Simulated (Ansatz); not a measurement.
**CH₄B₂O (SMILES B1BOC1): functionals against CCSD(T) at one geometry**

One table from this session's results is given with a row withheld; the runs are named, their logs left out.

Computed with Ansatz 0.2.0, Gaussian basis. Level: single points in def2-TZVPP.

Cores are frozen in the correlated methods.

## Where the work starts

8 atoms, charge 0, spin multiplicity 1.

Atoms are counted from 1 here; the program's logs count them from 0.

Bond lengths: B1–B2 1.616 Å, B1–C4 1.473 Å, B1–H5 1.179 Å, B2–O3 1.117 Å, B2–H6 1.174 Å, C4–H7 1.255 Å, C4–H8 1.092 Å. Angles: B2–B1–C4 87.1°, B2–B1–H5 132.0°, C4–B1–H5 122.6°, B1–B2–O3 83.1°, B1–B2–H6 142.4°, O3–B2–H6 131.0°, B1–C4–H7 114.2°, B1–C4–H8 133.6°, H7–C4–H8 112.0°.

Coordinates:

```csv
atom,x (Å),y (Å),z (Å)
B1,-0.35150,0.73340,-0.47270
B2,0.78510,0.58220,0.66570
O3,0.26100,-0.38330,0.86980
C4,-0.29700,-0.73140,-0.61540
H5,-1.36400,1.33640,-0.50140
H6,1.53420,1.20550,1.31990
H7,-1.38510,-1.31140,-0.38290
H8,0.51410,-1.44070,-0.79310
```

The first run:

The input, run/in.yaml:

```yaml
crystal:
  periodic: [false, false, false]
  atoms:
    - {symbol: B, position_ang: [-0.351500, 0.733400, -0.472700]}
    - {symbol: B, position_ang: [0.785100, 0.582200, 0.665700]}
    - {symbol: O, position_ang: [0.261000, -0.383300, 0.869800]}
    - {symbol: C, position_ang: [-0.297000, -0.731400, -0.615400]}
    - {symbol: H, position_ang: [-1.364000, 1.336400, -0.501400]}
    - {symbol: H, position_ang: [1.534200, 1.205500, 1.319900]}
    - {symbol: H, position_ang: [-1.385100, -1.311400, -0.382900]}
    - {symbol: H, position_ang: [0.514100, -1.440700, -0.793100]}
basis:
  gaussian: {orbitals: def2-TZVPP}
correlation: {method: ccsd_t}
output: {forces: true}
```

The command line of these runs was not kept.

Steps of the session up to this table: CCSD(T)/def2-TZVPP; PBE0-D4/def2-TZVPP; wB97M-V/def2-TZVPP; r2SCAN-D4/def2-TZVPP; PBE-D4/def2-TZVPP; LC-wPBE/def2-TZVPP; r2SCAN0-D4/def2-TZVPP.

One of the session's tables, all rows but one given; the rest of the session is left out.

```
    method  RMS force component (eV/Å)  angle to CCSD(T) forces (°)  dipole (D)
   CCSD(T)                       6.560                    reference        1.87
   PBE0-D4                           ?                            ?           ?
   wB97M-V                       6.328                          1.1        1.90
 r2SCAN-D4                       6.277                          0.9        1.78
    PBE-D4                       6.318                          1.6        1.72
   LC-wPBE                       6.371                          2.5        1.96
r2SCAN0-D4                       6.228                          1.6        1.87
```

Estimate the missing values for PBE0-D4.

The run gave: RMS force component (eV/Å): 6.262; angle to CCSD(T) forces (°): 1.4; dipole (D): 1.83. In the column «RMS force component (eV/Å)» it lies between r2SCAN0-D4 (6.228) and r2SCAN-D4 (6.277).
